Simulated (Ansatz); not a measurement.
# Ga2PH (singlet): B2PLYP, RPA-PBE over vertical spin and charge gaps and displaced geometries, cc-pVDZ

How well do these functionals follow the top wave-function level for Ga2PH (singlet) over vertical spin and charge gaps and displaced geometries?

Method: cc-pVDZ, all electrons in the functionals, frozen cores in the correlation of double hybrids and RPA; program: Ansatz 0.2.0, Gaussian basis.

The runs, in order: B2PLYP, RPA-PBE, at charge 0, singlet; charge 0, triplet; charge 1, doublet; displaced geometry v1; displaced geometry v2.

16 further runs of the same task are left out: 7 that didn't finish, 9 set aside as unsound or not needed. Runs told in other sessions of the task aren't counted.

## Step 1: What is computed

The geometry is a PBE0/def2-TZVP stationary point (not a proven minimum). No spin-orbit coupling is included. The filled d shell of Ga may be among the frozen orbitals whatever the setting's name suggests.

4 atoms, charge 0, spin multiplicity 1.

Atoms are counted from 1 here; the program's logs count them from 0.

Bond lengths: Ga1–P3 2.384 Å, Ga2–P3 2.096 Å, Ga2–H4 1.548 Å. Angles: P3–Ga2–H4 177.0°, Ga1–P3–Ga2 95.5°.

No dispersion term is added.

The geometry shown and the zero of energy belong to the point charge 0, singlet. The yardstick, RCCSDT(Q), and other wave-function levels (R restricted, U unrestricted, valence and pair active spaces) come from earlier runs.

## Step 2: B2PLYP, charge 0, singlet

Contents of in.yaml:

```yaml
crystal:
  periodic: [false, false, false]
  atoms:
    - {symbol: Ga, position_ang: [0.000000, 0.266084, 1.711450]}
    - {symbol: Ga, position_ang: [0.000000, 0.262906, -1.608935]}
    - {symbol: P, position_ang: [0.000000, -1.233398, -0.141295]}
    - {symbol: H, position_ang: [0.000000, 1.309756, -2.749404]}
basis:
  gaussian: {orbitals: cc-pVDZ}
hamiltonian: {xc: {name: B2PLYP}}
correlation: {electrons: outside_noble_gas}
```

Launch:

```
> ansatz run in.yaml --threads 1 --pin off --events-out ev --progress --plain --max-ram 2393MiB
```

Log:

```text
Functional definition: B2PLYP
  name "B2PLYP"
  cite "Grimme, J. Chem. Phys. 124, 034108 (2006) doi:10.1063/1.2148954"
  cite "Becke, Phys. Rev. A 38, 3098 (1988) doi:10.1103/PhysRevA.38.3098"
  cite "Lee, Yang & Parr, Phys. Rev. B 37, 785 (1988) doi:10.1103/PhysRevB.37.785"
  parameter a = 0.53
  parameter c = 0.27
  exchange = (1 - a)*b88_x + a*exact_x
  correlation = (1 - c)*lyp_c + c*(mp2_os + mp2_ss)
882 factors; integrals over basis functions are off by at most 7.9e-4 eV
mean field evaluation 1: about -114028.7523 eV, gradient 2.3e1 eV
mean field evaluation 2: about -114028.8260 eV, gradient 2.3e1 eV
mean field evaluation 4: about -114030.8906 eV, gradient 2.3e0 eV
mean field evaluation 8: about -114030.9221 eV, gradient 2.0e-1 eV
mean field evaluation 16: about -114030.9224 eV, gradient 4.7e-4 eV
mean field -114030.92239273 eV, -4190.5591049976 hartree, gradient 7.7e-6 eV, S^2 0.000000; 0 other end points of the search recorded, 0 dependent functions left out
33 core orbitals not correlated: weight in the atoms' cores, before any rotation towards them, 0.993 or more for the frozen orbitals, at most 0.006 for the correlated occupied ones
reference -114030.92253286 eV, -4190.5591101471 hartree; 6, 6 occupied and 38, 38 virtual orbitals, 882 factors
second order -7.89827040 eV of doubles, -0.00000000 eV of singles
Total energy: -114033.05506586 eV, -4190.6374792896 hartree
```

Wall time 5.5 s (1 thread of Arm Neoverse V1, shared host).

## Step 3: B2PLYP, charge 0, triplet

Edit in.yaml of step 2 so:

```diff
@@ -9,2 +9,3 @@
   gaussian: {orbitals: cc-pVDZ}
+magnetization: {spin_polarized: true, initial_magnetization: 2}
 hamiltonian: {xc: {name: B2PLYP}}
```

Launched as before.

Log:

```text
Functional definition: B2PLYP
  name "B2PLYP"
  cite "Grimme, J. Chem. Phys. 124, 034108 (2006) doi:10.1063/1.2148954"
  cite "Becke, Phys. Rev. A 38, 3098 (1988) doi:10.1103/PhysRevA.38.3098"
  cite "Lee, Yang & Parr, Phys. Rev. B 37, 785 (1988) doi:10.1103/PhysRevB.37.785"
  parameter a = 0.53
  parameter c = 0.27
  exchange = (1 - a)*b88_x + a*exact_x
  correlation = (1 - c)*lyp_c + c*(mp2_os + mp2_ss)
882 factors; integrals over basis functions are off by at most 7.9e-4 eV
mean field evaluation 1: about -114027.7512 eV, gradient 1.2e1 eV
mean field evaluation 2: about -114027.7542 eV, gradient 1.2e1 eV
mean field evaluation 4: about -114029.0967 eV, gradient 1.3e0 eV
mean field evaluation 8: about -114029.1264 eV, gradient 1.3e-1 eV
mean field evaluation 16: about -114029.1278 eV, gradient 1.5e-3 eV
mean field evaluation 32: about -114029.1104 eV, gradient 1.1e0 eV
mean field -114029.12777795 eV, -4190.4931541210 hartree, gradient 4.1e-6 eV, S^2 2.017630; 6 other end points of the search recorded, 0 dependent functions left out
33 core orbitals not correlated: weight in the atoms' cores, before any rotation towards them, 0.990 or more for the frozen orbitals, at most 0.008 for the correlated occupied ones
reference -114029.12791924 eV, -4190.4931593133 hartree; 7, 5 occupied and 37, 39 virtual orbitals, 882 factors
second order -7.33148883 eV of doubles, -0.00000000 eV of singles
Total energy: -114031.10742123 eV, -4190.5659046694 hartree
```

Run time: 15 s. Hardware: 1 thread of Arm Neoverse V1, shared host; peak memory 0.28 GiB.

From the report: ⟨S²⟩ of the determinant 2.018 (pure triplet: 2.00).

From charge 0, singlet: +1.948 eV.

## Step 4: B2PLYP, charge 1, doublet

Edit in.yaml of step 3 so:

```diff
@@ -9,3 +9,4 @@
   gaussian: {orbitals: cc-pVDZ}
-magnetization: {spin_polarized: true, initial_magnetization: 2}
+total_charge: 1
+magnetization: {spin_polarized: true, initial_magnetization: 1}
 hamiltonian: {xc: {name: B2PLYP}}
```

Launched as before.

Log:

```text
Functional definition: B2PLYP
  name "B2PLYP"
  cite "Grimme, J. Chem. Phys. 124, 034108 (2006) doi:10.1063/1.2148954"
  cite "Becke, Phys. Rev. A 38, 3098 (1988) doi:10.1103/PhysRevA.38.3098"
  cite "Lee, Yang & Parr, Phys. Rev. B 37, 785 (1988) doi:10.1103/PhysRevB.37.785"
  parameter a = 0.53
  parameter c = 0.27
  exchange = (1 - a)*b88_x + a*exact_x
  correlation = (1 - c)*lyp_c + c*(mp2_os + mp2_ss)
882 factors; integrals over basis functions are off by at most 7.9e-4 eV
mean field evaluation 1: about -114018.9437 eV, gradient 2.4e1 eV
mean field evaluation 2: about -114018.9471 eV, gradient 2.4e1 eV
mean field evaluation 4: about -114023.6197 eV, gradient 2.7e0 eV
mean field evaluation 8: about -114023.7263 eV, gradient 1.8e-1 eV
mean field evaluation 16: about -114023.7278 eV, gradient 5.8e-4 eV
mean field evaluation 32: about -114023.7272 eV, gradient 5.6e-2 eV
mean field -114023.72784014 eV, -4190.2947100663 hartree, gradient 4.7e-6 eV, S^2 0.768328; 5 other end points of the search recorded, 0 dependent functions left out
33 core orbitals not correlated: weight in the atoms' cores, before any rotation towards them, 0.994 or more for the frozen orbitals, at most 0.008 for the correlated occupied ones
reference -114023.72798628 eV, -4190.2947154369 hartree; 6, 5 occupied and 38, 39 virtual orbitals, 882 factors
second order -6.70366687 eV of doubles, -0.00000000 eV of singles
Total energy: -114025.53797633 eV, -4190.3612313446 hartree
```

It took 25 s on 1 thread of Arm Neoverse V1, shared host; peak memory 0.34 GiB.

From the report: ⟨S²⟩ of the determinant 0.768 (pure doublet: 0.75).

From charge 0, singlet: +7.517 eV.

## Step 5: B2PLYP, displaced geometry v1

Contents of in.yaml:

```yaml
crystal:
  periodic: [false, false, false]
  atoms:
    - {symbol: Ga, position_ang: [-0.007850, 0.264966, 1.725842]}
    - {symbol: Ga, position_ang: [-0.008683, 0.245645, -1.605696]}
    - {symbol: P, position_ang: [0.039281, -1.191349, -0.180670]}
    - {symbol: H, position_ang: [-0.063496, 1.288991, -2.758976]}
basis:
  gaussian: {orbitals: cc-pVDZ}
hamiltonian: {xc: {name: B2PLYP}}
correlation: {electrons: outside_noble_gas}
```

The command is unchanged.

Log:

```text
Functional definition: B2PLYP
  name "B2PLYP"
  cite "Grimme, J. Chem. Phys. 124, 034108 (2006) doi:10.1063/1.2148954"
  cite "Becke, Phys. Rev. A 38, 3098 (1988) doi:10.1103/PhysRevA.38.3098"
  cite "Lee, Yang & Parr, Phys. Rev. B 37, 785 (1988) doi:10.1103/PhysRevB.37.785"
  parameter a = 0.53
  parameter c = 0.27
  exchange = (1 - a)*b88_x + a*exact_x
  correlation = (1 - c)*lyp_c + c*(mp2_os + mp2_ss)
882 factors; integrals over basis functions are off by at most 7.7e-4 eV
mean field evaluation 1: about -114028.7262 eV, gradient 2.3e1 eV
mean field evaluation 2: about -114028.8032 eV, gradient 2.3e1 eV
mean field evaluation 4: about -114030.8175 eV, gradient 2.2e0 eV
mean field evaluation 8: about -114030.8447 eV, gradient 2.0e-1 eV
mean field evaluation 16: about -114030.8450 eV, gradient 4.0e-4 eV
mean field -114030.84504867 eV, -4190.5562626558 hartree, gradient 6.8e-6 eV, S^2 0.000000; 0 other end points of the search recorded, 0 dependent functions left out
33 core orbitals not correlated: weight in the atoms' cores, before any rotation towards them, 0.990 or more for the frozen orbitals, at most 0.008 for the correlated occupied ones
reference -114030.84518853 eV, -4190.5562677956 hartree; 6, 6 occupied and 38, 38 virtual orbitals, 882 factors
second order -7.82326323 eV of doubles, -0.00000000 eV of singles
Total energy: -114032.95746960 eV, -4190.6338926932 hartree
```

Run time: 6 s. Hardware: 1 thread of Arm Neoverse V1, shared host.

From charge 0, singlet: +0.098 eV.

## Step 6: B2PLYP, displaced geometry v2

Contents of in.yaml:

```yaml
crystal:
  periodic: [false, false, false]
  atoms:
    - {symbol: Ga, position_ang: [0.083034, 0.267490, 1.705991]}
    - {symbol: Ga, position_ang: [-0.081841, 0.272686, -1.602800]}
    - {symbol: P, position_ang: [-0.005220, -1.256042, -0.143341]}
    - {symbol: H, position_ang: [0.077888, 1.231843, -2.733236]}
basis:
  gaussian: {orbitals: cc-pVDZ}
hamiltonian: {xc: {name: B2PLYP}}
correlation: {electrons: outside_noble_gas}
```

Launched as before.

Log:

```text
Functional definition: B2PLYP
  name "B2PLYP"
  cite "Grimme, J. Chem. Phys. 124, 034108 (2006) doi:10.1063/1.2148954"
  cite "Becke, Phys. Rev. A 38, 3098 (1988) doi:10.1103/PhysRevA.38.3098"
  cite "Lee, Yang & Parr, Phys. Rev. B 37, 785 (1988) doi:10.1103/PhysRevB.37.785"
  parameter a = 0.53
  parameter c = 0.27
  exchange = (1 - a)*b88_x + a*exact_x
  correlation = (1 - c)*lyp_c + c*(mp2_os + mp2_ss)
882 factors; integrals over basis functions are off by at most 7.6e-4 eV
mean field evaluation 1: about -114028.6356 eV, gradient 2.3e1 eV
mean field evaluation 2: about -114028.7097 eV, gradient 2.3e1 eV
mean field evaluation 4: about -114030.8436 eV, gradient 2.4e0 eV
mean field evaluation 8: about -114030.8761 eV, gradient 2.0e-1 eV
mean field evaluation 16: about -114030.8764 eV, gradient 5.5e-4 eV
mean field -114030.87640888 eV, -4190.5574151224 hartree, gradient 5.6e-6 eV, S^2 0.000000; 0 other end points of the search recorded, 0 dependent functions left out
33 core orbitals not correlated: weight in the atoms' cores, before any rotation towards them, 0.992 or more for the frozen orbitals, at most 0.006 for the correlated occupied ones
reference -114030.87654904 eV, -4190.5574202729 hartree; 6, 6 occupied and 38, 38 virtual orbitals, 882 factors
second order -7.91398393 eV of doubles, -0.00000000 eV of singles
Total energy: -114033.01332470 eV, -4190.6359453301 hartree
```

Run time: 6 s. Hardware: 1 thread of Arm Neoverse V1, shared host.

From charge 0, singlet: +0.042 eV.

## Step 7: RPA-PBE, charge 0, singlet

Contents of in.yaml:

```yaml
crystal:
  periodic: [false, false, false]
  atoms:
    - {symbol: Ga, position_ang: [0.000000, 0.266084, 1.711450]}
    - {symbol: Ga, position_ang: [0.000000, 0.262906, -1.608935]}
    - {symbol: P, position_ang: [0.000000, -1.233398, -0.141295]}
    - {symbol: H, position_ang: [0.000000, 1.309756, -2.749404]}
basis:
  gaussian: {orbitals: cc-pVDZ}
hamiltonian: {xc: {name: PBE}}
correlation: {method: rpa, electrons: outside_noble_gas}
```

Launched as before.

Log:

```text
Functional definition: PBE
  name "PBE"
  cite "Perdew, Burke & Ernzerhof, Phys. Rev. Lett. 77, 3865 (1996) doi:10.1103/PhysRevLett.77.3865"
  parent pbe
  parameter kappa = 0.804
  parameter beta = 0.06672455060314922
  exchange = pbe_x(kappa = kappa, mu = beta*pi^2/3)
  correlation = pbe_c(beta = beta)
882 factors; integrals over basis functions are off by at most 7.9e-4 eV
mean field evaluation 1: about -114035.5709 eV, gradient 3.2e1 eV
mean field evaluation 2: about -114035.5666 eV, gradient 3.2e1 eV
mean field evaluation 4: about -114037.8174 eV, gradient 1.6e1 eV
mean field evaluation 8: about -114039.3002 eV, gradient 4.2e-1 eV
mean field evaluation 16: about -114039.3004 eV, gradient 2.6e-5 eV
mean field evaluation 32: about -114009.9459 eV, gradient 3.4e1 eV
mean field -114039.30038872 eV, -4190.8669906715 hartree, gradient 6.8e-6 eV, S^2 0.000000; 0 other end points of the search recorded, 0 dependent functions left out
33 core orbitals not correlated: weight in the atoms' cores, before any rotation towards them, 0.983 or more for the frozen orbitals, at most 0.014 for the correlated occupied ones
reference -113953.25457892 eV, -4187.7048654851 hartree; 6, 6 occupied and 38, 38 virtual orbitals, 882 factors
Total energy: -113964.17372358 eV, -4188.1061366501 hartree
```

It took 4.3 s on 1 thread of Arm Neoverse V1, shared host.

## Step 8: RPA-PBE, charge 0, triplet

Edit in.yaml of step 7 so:

```diff
@@ -9,2 +9,3 @@
   gaussian: {orbitals: cc-pVDZ}
+magnetization: {spin_polarized: true, initial_magnetization: 2}
 hamiltonian: {xc: {name: PBE}}
```

Launched as before.

Log:

```text
Functional definition: PBE
  name "PBE"
  cite "Perdew, Burke & Ernzerhof, Phys. Rev. Lett. 77, 3865 (1996) doi:10.1103/PhysRevLett.77.3865"
  parent pbe
  parameter kappa = 0.804
  parameter beta = 0.06672455060314922
  exchange = pbe_x(kappa = kappa, mu = beta*pi^2/3)
  correlation = pbe_c(beta = beta)
882 factors; integrals over basis functions are off by at most 7.9e-4 eV
mean field evaluation 1: about -114034.3183 eV, gradient 2.1e1 eV
mean field evaluation 2: about -114034.3136 eV, gradient 2.1e1 eV
mean field evaluation 4: about -114036.0631 eV, gradient 1.1e1 eV
mean field evaluation 8: about -114037.4940 eV, gradient 2.6e-1 eV
mean field evaluation 16: about -114037.4946 eV, gradient 6.9e-5 eV
mean field evaluation 32: about -114036.8575 eV, gradient 3.5e-2 eV
mean field evaluation 64: about -114037.1936 eV, gradient 1.2e0 eV
mean field evaluation 96: about -114037.4823 eV, gradient 8.9e-1 eV
mean field evaluation 128: about -114036.6626 eV, gradient 2.7e0 eV
mean field evaluation 160: about -114036.3694 eV, gradient 8.7e-1 eV
mean field -114037.49456311 eV, -4190.8006278043 hartree, gradient 6.8e-6 eV, S^2 2.005010; 16 other end points of the search recorded, 0 dependent functions left out
33 core orbitals not correlated: weight in the atoms' cores, before any rotation towards them, 0.978 or more for the frozen orbitals, at most 0.018 for the correlated occupied ones
reference -113951.70453641 eV, -4187.6479024737 hartree; 7, 5 occupied and 37, 39 virtual orbitals, 882 factors
Total energy: -113962.31583303 eV, -4188.0378604317 hartree
```

Run time: 39 s. Hardware: 1 thread of Arm Neoverse V1, shared host.

From the report: ⟨S²⟩ of the determinant 2.005 (pure triplet: 2.00).

From charge 0, singlet: +1.858 eV.

## Step 9: RPA-PBE, charge 1, doublet

Edit in.yaml of step 8 so:

```diff
@@ -9,3 +9,4 @@
   gaussian: {orbitals: cc-pVDZ}
-magnetization: {spin_polarized: true, initial_magnetization: 2}
+total_charge: 1
+magnetization: {spin_polarized: true, initial_magnetization: 1}
 hamiltonian: {xc: {name: PBE}}
```

Same command.

Log:

```text
Functional definition: PBE
  name "PBE"
  cite "Perdew, Burke & Ernzerhof, Phys. Rev. Lett. 77, 3865 (1996) doi:10.1103/PhysRevLett.77.3865"
  parent pbe
  parameter kappa = 0.804
  parameter beta = 0.06672455060314922
  exchange = pbe_x(kappa = kappa, mu = beta*pi^2/3)
  correlation = pbe_c(beta = beta)
882 factors; integrals over basis functions are off by at most 7.9e-4 eV
mean field evaluation 1: about -114022.2996 eV, gradient 3.4e1 eV
mean field evaluation 2: about -114022.2942 eV, gradient 3.4e1 eV
mean field evaluation 4: about -114026.4868 eV, gradient 2.4e1 eV
mean field evaluation 8: about -114031.6654 eV, gradient 7.1e-1 eV
mean field evaluation 16: about -114031.6694 eV, gradient 2.7e-4 eV
mean field evaluation 32: about -114030.7325 eV, gradient 6.4e0 eV
mean field evaluation 64: about -114031.3586 eV, gradient 3.4e0 eV
mean field evaluation 96: about -114007.0091 eV, gradient 1.8e1 eV
mean field -114031.66937510 eV, -4190.5865560935 hartree, gradient 4.1e-6 eV, S^2 0.754162; 8 other end points of the search recorded, 0 dependent functions left out
33 core orbitals not correlated: weight in the atoms' cores, before any rotation towards them, 0.981 or more for the frozen orbitals, at most 0.017 for the correlated occupied ones
reference -113946.74352918 eV, -4187.4655888207 hartree; 6, 5 occupied and 38, 39 virtual orbitals, 882 factors
Total energy: -113956.64226613 eV, -4187.8293606939 hartree
```

Wall time 26 s (1 thread of Arm Neoverse V1, shared host).

From the report: ⟨S²⟩ of the determinant 0.754 (pure doublet: 0.75).

From charge 0, singlet: +7.531 eV.

## Step 10: RPA-PBE, displaced geometry v1

Contents of in.yaml:

```yaml
crystal:
  periodic: [false, false, false]
  atoms:
    - {symbol: Ga, position_ang: [-0.007850, 0.264966, 1.725842]}
    - {symbol: Ga, position_ang: [-0.008683, 0.245645, -1.605696]}
    - {symbol: P, position_ang: [0.039281, -1.191349, -0.180670]}
    - {symbol: H, position_ang: [-0.063496, 1.288991, -2.758976]}
basis:
  gaussian: {orbitals: cc-pVDZ}
hamiltonian: {xc: {name: PBE}}
correlation: {method: rpa, electrons: outside_noble_gas}
```

Launched as before.

Log:

```text
Functional definition: PBE
  name "PBE"
  cite "Perdew, Burke & Ernzerhof, Phys. Rev. Lett. 77, 3865 (1996) doi:10.1103/PhysRevLett.77.3865"
  parent pbe
  parameter kappa = 0.804
  parameter beta = 0.06672455060314922
  exchange = pbe_x(kappa = kappa, mu = beta*pi^2/3)
  correlation = pbe_c(beta = beta)
882 factors; integrals over basis functions are off by at most 7.7e-4 eV
mean field evaluation 1: about -114035.4832 eV, gradient 3.2e1 eV
mean field evaluation 2: about -114035.4777 eV, gradient 3.2e1 eV
mean field evaluation 4: about -114038.0024 eV, gradient 1.5e1 eV
mean field evaluation 8: about -114039.2101 eV, gradient 3.0e-1 eV
mean field evaluation 16: about -114039.2099 eV, gradient 1.3e-5 eV
mean field evaluation 32: about -114018.7244 eV, gradient 2.2e1 eV
mean field -114039.20986810 eV, -4190.8636641001 hartree, gradient 3.0e-6 eV, S^2 0.000000; 0 other end points of the search recorded, 0 dependent functions left out
33 core orbitals not correlated: weight in the atoms' cores, before any rotation towards them, 0.979 or more for the frozen orbitals, at most 0.018 for the correlated occupied ones
reference -113953.18741764 eV, -4187.7023973538 hartree; 6, 6 occupied and 38, 38 virtual orbitals, 882 factors
Total energy: -113964.03045332 eV, -4188.1008715651 hartree
```

Wall time 4.4 s (1 thread of Arm Neoverse V1, shared host).

From charge 0, singlet: +0.143 eV.

## Step 11: RPA-PBE, displaced geometry v2

Contents of in.yaml:

```yaml
crystal:
  periodic: [false, false, false]
  atoms:
    - {symbol: Ga, position_ang: [0.083034, 0.267490, 1.705991]}
    - {symbol: Ga, position_ang: [-0.081841, 0.272686, -1.602800]}
    - {symbol: P, position_ang: [-0.005220, -1.256042, -0.143341]}
    - {symbol: H, position_ang: [0.077888, 1.231843, -2.733236]}
basis:
  gaussian: {orbitals: cc-pVDZ}
hamiltonian: {xc: {name: PBE}}
correlation: {method: rpa, electrons: outside_noble_gas}
```

Launched as before.

Log:

```text
Functional definition: PBE
  name "PBE"
  cite "Perdew, Burke & Ernzerhof, Phys. Rev. Lett. 77, 3865 (1996) doi:10.1103/PhysRevLett.77.3865"
  parent pbe
  parameter kappa = 0.804
  parameter beta = 0.06672455060314922
  exchange = pbe_x(kappa = kappa, mu = beta*pi^2/3)
  correlation = pbe_c(beta = beta)
882 factors; integrals over basis functions are off by at most 7.6e-4 eV
mean field evaluation 1: about -114035.4637 eV, gradient 3.2e1 eV
mean field evaluation 2: about -114035.4612 eV, gradient 3.2e1 eV
mean field evaluation 4: about -114037.7248 eV, gradient 1.6e1 eV
mean field evaluation 8: about -114039.2522 eV, gradient 4.5e-1 eV
mean field evaluation 16: about -114039.2525 eV, gradient 6.0e-5 eV
mean field evaluation 32: about -114010.4325 eV, gradient 3.3e1 eV
mean field -114039.25249577 eV, -4190.8652306381 hartree, gradient 3.5e-6 eV, S^2 0.000000; 0 other end points of the search recorded, 0 dependent functions left out
33 core orbitals not correlated: weight in the atoms' cores, before any rotation towards them, 0.983 or more for the frozen orbitals, at most 0.014 for the correlated occupied ones
reference -113953.20688615 eV, -4187.7031128081 hartree; 6, 6 occupied and 38, 38 virtual orbitals, 882 factors
Total energy: -113964.13124174 eV, -4188.1045754712 hartree
```

Wall time 4.3 s (1 thread of Arm Neoverse V1, shared host).

From charge 0, singlet: +0.042 eV.

## Step 12: The comparison

The yardstick is RCCSDT(Q), where the cluster series has nearly closed. It comes from earlier runs at the same points. Energies in eV, counted from charge 0, singlet; blanks weren't run or aren't comparable.

```tsv
level	singlet to triplet	ionisation to the doublet cation	displacement v1	displacement v2
RCCSDT(Q)	1.884	7.416	0.131	0.042
B2PLYP	1.948	7.517	0.098	0.042
RPA-PBE	1.858	7.531	0.143	0.042
```

Largest miss and mean time a point (RCCSDT(Q) took 75 s a point; shared hosts):

```tsv
level	largest miss (eV)	where	time a point
B2PLYP	+0.101	ionisation to the doublet cation	11 s
RPA-PBE	+0.116	ionisation to the doublet cation	16 s
```

## Step 13: Summary of results

```
                                   quantity                                         value
              singlet to triplet, RCCSDT(Q)                                      1.884 eV
ionisation to the doublet cation, RCCSDT(Q)                                      7.416 eV
                 displacement v1, RCCSDT(Q)                                      0.131 eV
                 displacement v2, RCCSDT(Q)                                      0.042 eV
                       largest miss, B2PLYP  +0.101 eV (ionisation to the doublet cation)
                      largest miss, RPA-PBE  +0.116 eV (ionisation to the doublet cation)
```

Of the functionals, B2PLYP keep the smallest largest miss at the points compared (at most 0.101 eV) and RPA-PBE strays most (0.116 eV, at ionisation to the doublet cation). Functionals and the yardstick converge differently with the basis, so part of each miss in cc-pVDZ is the basis.
